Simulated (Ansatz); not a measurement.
# singlet CaI+ at 6 levels

We compute a comparison of 6 runs (HF/3-21G, B2PLYP/def2-TZVPP, BHLYP/def2-TZVPP, PBE-QIDH/def2-TZVPP, r2SCAN/def2-TZVPP, CCSD(T)/def2-TZVPP) of singlet CaI+. 

Program for the calculation: Ansatz 0.2.0.

35 further runs of the same task are left out: 5 that didn't finish, 30 set aside as unsound or not needed.

### 1 The system as given

The species is CaI+ (2 atoms), meant as a singlet with charge +1. As SMILES of the parent species, `[Ca][I]`. The shape is that of a PBE0-D4/def2-TZVP optimisation. That shape belongs to the parent species and isn't relaxed for this state.

Bond lengths: Ca1–I2 2.825 Å.

### 2 The energy at HF/3-21G (run 1)

The input, run.yaml:

```yaml
crystal:
  periodic: [false, false, false]
  atoms:
    - symbol: Ca
      position_ang: [-0.000000, -0.000000, 0.051180]
    - symbol: I
      position_ang: [0.000000, 0.000000, 2.876020]
basis:
  gaussian:
    orbitals: 3-21G-spherical.json
total_charge: 1
hamiltonian:
  xc: hf
accuracy: high
output:
  orbitals: {seedname: orbitals}
```

The basis set 3-21G is read from a file made from the Basis Set Exchange's data (not shown).

Launch:

```
$ ansatz run run.yaml --threads 1 --pin off --max-ram 3480MiB --events-out events.jsonl --progress --plain --runs-dir runs
```

What it wrote:

```text
Warning: RAYON_NUM_THREADS=1 ignored (pool sized by the plan → 1); use --threads N
Functional definition: HF
  name "HF"
  exchange = exact_x
  correlation = 0
914 factors; integrals over basis functions are off by at most 9.9e-9 eV
mean field evaluation 1: about -205731.1955 eV, gradient 1.8e1 eV
mean field evaluation 2: about -205731.2530 eV, gradient 1.8e1 eV
mean field evaluation 4: about -205733.0486 eV, gradient 3.9e-1 eV
mean field evaluation 8: about -205733.0610 eV, gradient 3.0e-4 eV
mean field evaluation 16: about -205733.0610 eV, gradient 3.6e-8 eV
mean field -205733.06102603 eV, -7560.5505418294 hartree, gradient 3.6e-8 eV, S^2 0.000000; 0 other end points of the search recorded, 0 dependent functions left out
reference -205733.06102603 eV, -7560.5505418294 hartree; 36, 36 occupied and 12, 12 virtual orbitals, 914 factors
Total energy: -205733.06102603 eV, -7560.5505418294 hartree
```

Run time: 0.99 s. Hardware: 1 thread of Arm Neoverse V1, shared host; peak memory 0.12 GiB.

### 3 A single-point energy at B2PLYP/def2-TZVPP (core potential) (run 2)

The input, molecule.yaml:

```yaml
crystal:
  periodic: [false, false, false]
  atoms:
    - {symbol: Ca, position_ang: [-0.000000, -0.000000, 0.051180]}
    - {symbol: I, position_ang: [0.000000, 0.000000, 2.876020]}
basis:
  gaussian: {orbitals: def2-TZVPP}
total_charge: 1
hamiltonian: {xc: {name: B2PLYP}}
correlation: {frozen_orbitals: {Ca: 5, I: 4}}
accuracy: high
output: {orbitals: {seedname: orbitals}}
```

Launch:

```
$ ansatz run molecule.yaml --threads 1 --pin off --max-ram 3480MiB --events-out events.jsonl --progress --plain --runs-dir runs
```

What it wrote:

```text
Warning: RAYON_NUM_THREADS=1 ignored (pool sized by the plan → 1); use --threads N
Functional definition: B2PLYP
  name "B2PLYP"
  parameter a = 0.53
  parameter c = 0.27
  exchange = (1 - a)*b88_x + a*exact_x
  correlation = (1 - c)*lyp_c + c*(mp2_os + mp2_ss)
1464 factors; integrals over basis functions are off by at most 3.7e-9 eV
mean field evaluation 1: about -26516.4784 eV, gradient 3.2e1 eV
mean field evaluation 2: about -26516.5374 eV, gradient 3.2e1 eV
mean field evaluation 4: about -26520.1501 eV, gradient 5.5e0 eV
mean field evaluation 8: about -26520.2319 eV, gradient 4.8e-1 eV
mean field evaluation 16: about -26520.2326 eV, gradient 9.0e-5 eV
mean field -26520.23260848 eV, -974.6005723025 hartree, gradient 5.4e-8 eV, S^2 0.000000; 0 other end points of the search recorded, 0 dependent functions left out
9 core orbitals not correlated: weight in the atoms' cores, before any rotation towards them, 1.000 or more for the frozen orbitals, at most 0.000 for the correlated occupied ones
reference -26520.23262803 eV, -974.6005730210 hartree; 13, 13 occupied and 64, 64 virtual orbitals, 1464 factors
second order -21.39289373 eV of doubles, -0.00000000 eV of singles
Total energy: -26526.00870934 eV, -974.8128400938 hartree
```

Wall time 9.9 s (1 thread of Arm Neoverse V1, shared host); peak memory 0.24 GiB.

### 4 A single-point energy at BHLYP/def2-TZVPP (core potential) (run 3)

The input, molecule.yaml:

```yaml
crystal:
  periodic: [false, false, false]
  atoms:
    - {symbol: Ca, position_ang: [-0.000000, -0.000000, 0.051180]}
    - {symbol: I, position_ang: [0.000000, 0.000000, 2.876020]}
basis:
  gaussian: {orbitals: def2-TZVPP}
hamiltonian: {xc: {name: BHLYP}}
output: {orbitals: {seedname: orbitals}}
total_charge: 1
accuracy: high
```

Launch:

```
$ ansatz run molecule.yaml --threads 1 --pin off --max-ram 3480MiB --events-out events.jsonl --progress --plain --runs-dir runs
```

What it wrote:

```text
Warning: RAYON_NUM_THREADS=1 ignored (pool sized by the plan → 1); use --threads N
Functional definition: BHLYP
  name "BHLYP"
  parameter a = 0.5
  exchange = (1 - a)*b88_x + a*exact_x
  correlation = lyp_c
1464 factors; integrals over basis functions are off by at most 3.7e-9 eV
mean field evaluation 1: about -26529.7417 eV, gradient 3.3e1 eV
mean field evaluation 2: about -26526.8475 eV, gradient 4.7e1 eV
mean field evaluation 4: about -26533.4435 eV, gradient 2.6e0 eV
mean field evaluation 8: about -26533.6269 eV, gradient 4.7e-1 eV
mean field evaluation 16: about -26533.6283 eV, gradient 2.6e-4 eV
mean field -26533.62834069 eV, -975.0928563812 hartree, gradient 3.5e-8 eV, S^2 0.000000; 0 other end points of the search recorded, 0 dependent functions left out
reference -26533.62836183 eV, -975.0928571580 hartree; 22, 22 occupied and 64, 64 virtual orbitals, 1464 factors
Total energy: -26533.62836183 eV, -975.0928571580 hartree
```

Wall time 7.5 s (1 thread of Arm Neoverse V1, shared host); peak memory 0.24 GiB.

Runs 4 to 5 aren't shown in full; the table further down has their settings and results.

### 5 A single-point energy at CCSD(T)/def2-TZVPP (core potential) (run 6)

The input, job.yaml:

```yaml
crystal:
  periodic: [false, false, false]
  atoms:
    - symbol: Ca
      position_ang: [-0.000000, -0.000000, 0.051180]
    - symbol: I
      position_ang: [0.000000, 0.000000, 2.876020]
basis:
  gaussian:
    orbitals: def2-TZVPP
scf:
  omitted_lower_state_checks: [cluster_reference, increment]
total_charge: 1
correlation:
  method: ccsd_t
  frozen_orbitals: {Ca: 5, I: 4}
accuracy: high
magnetization:
  spin_polarized: false
```

Launch:

```
$ ansatz run job.yaml --threads 1 --pin off --max-ram 3480MiB --events-out events.jsonl --progress --plain --runs-dir runs
```

What it wrote:

```text
Warning: RAYON_NUM_THREADS=1 ignored (pool sized by the plan → 1); use --threads N
[... 12 lines left out ...]
9 core orbitals not correlated: weight in the atoms' cores, before any rotation towards them, 1.000 or more for the frozen orbitals, at most 0.000 for the correlated occupied ones
[... 25 lines left out ...]
Total energy: -26502.91372476 eV, -973.9641150649 hartree
Checks for a lower state left out: cluster_reference, increment
```

Run time: 9.9 s. Hardware: 1 thread of Arm Neoverse V1, shared host; peak memory 0.39 GiB.

### 6 The series

| run | level | core potential | frozen core orbitals | energy (Eh) | HOMO energy (eV) | LUMO energy (eV) | HOMO–LUMO gap (eV) | wall time |
| --- | --- | --- | --- | --- | --- | --- | --- | --- |
| 1 | HF/3-21G | none | – | -7560.550542 | -13.06 | -6.11 | 6.95 | 0.99 s |
| 2 | B2PLYP/def2-TZVPP (core potential) | def2-TZVPP | 9 | -974.812840 | -11.91 | -6.85 | 5.06 | 9.9 s |
| 3 | BHLYP/def2-TZVPP (core potential) | def2-TZVPP | – | -975.092857 | -12.00 | -7.08 | 4.92 | 7.5 s |
| 4 | PBE-QIDH/def2-TZVPP (core potential) | def2-TZVPP | 9 | -974.712206 | -12.64 | -6.29 | 6.34 | 10 s |
| 5 | r2SCAN/def2-TZVPP (core potential) | def2-TZVPP | – | -975.212226 | -10.40 | -7.20 | 3.19 | 11 s |
| 6 | CCSD(T)/def2-TZVPP (core potential) | def2-TZVPP | 9 | -973.964115 | – | – | – | 9.9 s |

### 7 Summary of results

```
                                          quantity          value
                               run 6: total energy  -973.96412 Eh
run 6: correlation energy (9 core orbitals frozen)     -673.7 mEh
                             run 6: (T) correction     -13.50 mEh
                              run 6: T1 diagnostic          0.009
```

Over runs 1, 2, 3, 4, 5 the HOMO–LUMO gap runs from 3.19 eV (r2SCAN/def2-TZVPP) to 6.95 eV (HF/3-21G). The two ends differ in method and basis and core potential. Totals of different functionals can't be ranked against each other. Some runs of one species differ in core potentials or relativity; totals across that change don't compare. In run 1 relativity is left out where basis or elements ask for it. All runs together took 49 s, the longest 11 s.
